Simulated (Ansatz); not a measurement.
# CH3Ga: the cost of one run

The runs use Ansatz 0.2.0, Gaussian basis; PBE0-D4/def2-TZVP structures, single points in def2-TZVPP, no counterpoise correction.

Levels: SPW92, PBE-D4, BLYP-D4, r2SCAN-D4, B97M-V, PBE0-D4, B3LYP-D4, r2SCAN0-D4, BHLYP-D4, CAM-B3LYP-D4, wB97X-V, wB97M-V, B2PLYP, PBE-QIDH, RPA on PBE, Hartree-Fock, MP2, CCSD, CCSD(T).

Cores are frozen in the correlated methods. Filled d shells of the heavier atoms are correlated. B3LYP uses VWN-RPA correlation. B2PLYP carries no dispersion term here.

56 further runs of the same task are left out: 56 set aside as unsound or not needed.

## Step 1: The starting structure

The complex: 11 atoms, charge 0, spin multiplicity 1.

Atoms are counted from 1 here; the program's logs count them from 0.

Bond lengths: Ga1–C5 2.051 Å, O2–C3 1.421 Å, O2–H4 0.961 Å, C3–H6 1.094 Å, C3–H7 1.088 Å, C3–H8 1.094 Å, C5–H9 1.097 Å, C5–H10 1.095 Å, C5–H11 1.097 Å. Angles: C3–O2–H4 110.5°, O2–C3–H6 111.0°, O2–C3–H7 106.7°, O2–C3–H8 111.5°, H6–C3–H7 109.0°, H6–C3–H8 109.6°, H7–C3–H8 108.9°, Ga1–C5–H9 111.8°, Ga1–C5–H10 110.5°, Ga1–C5–H11 111.8°, H9–C5–H10 107.3°, H9–C5–H11 107.8°, H10–C5–H11 107.5°.

Coordinates:

```xyz
11
charge 0, multiplicity 1
Ga   -1.9443   -0.8262    0.4252
O     0.2809   -0.4935    1.2311
C     1.4861   -0.0673    0.6106
H     0.4697   -1.1099    1.9432
C    -1.4772    0.4036   -1.1487
H     2.1238    0.4690    1.3188
H     1.2012    0.6088   -0.1930
H     2.0383   -0.9103    0.1855
H    -0.6958   -0.0294   -1.7856
H    -2.3568    0.5702   -1.7796
H    -1.1259    1.3851   -0.8075
```

Its parts: CH3Ga holds atoms 1, 5, 9, 10, 11; CH4O holds atoms 2, 3, 4, 6, 7, 8. Each part counts its atoms afresh in its own runs.

## Step 2: Relaxing CH3Ga alone

Contents of relax-a/in.yaml:

```yaml
crystal:
  periodic: [false, false, false]
  atoms:
    - {symbol: Ga, position_ang: [-1.944317, -0.826196, 0.425191]}
    - {symbol: C, position_ang: [-1.477153, 0.403578, -1.148665]}
    - {symbol: H, position_ang: [-0.695767, -0.029404, -1.785581]}
    - {symbol: H, position_ang: [-2.356817, 0.570167, -1.779568]}
    - {symbol: H, position_ang: [-1.125932, 1.385128, -0.807486]}
basis:
  gaussian: {orbitals: def2-TZVP}
hamiltonian: {xc: pbe0, dispersion: d4}
relax: {f_tol: 0.005, max_steps: 200}
```

Launch:

```
$ ansatz run in.yaml --threads 4 --pin off --events-out ev --progress --plain --max-ram 9574MiB
```

**Question.** How long does this run take on 4 threads of Intel Xeon 6975P-C, shared host?

About 2.2 s.
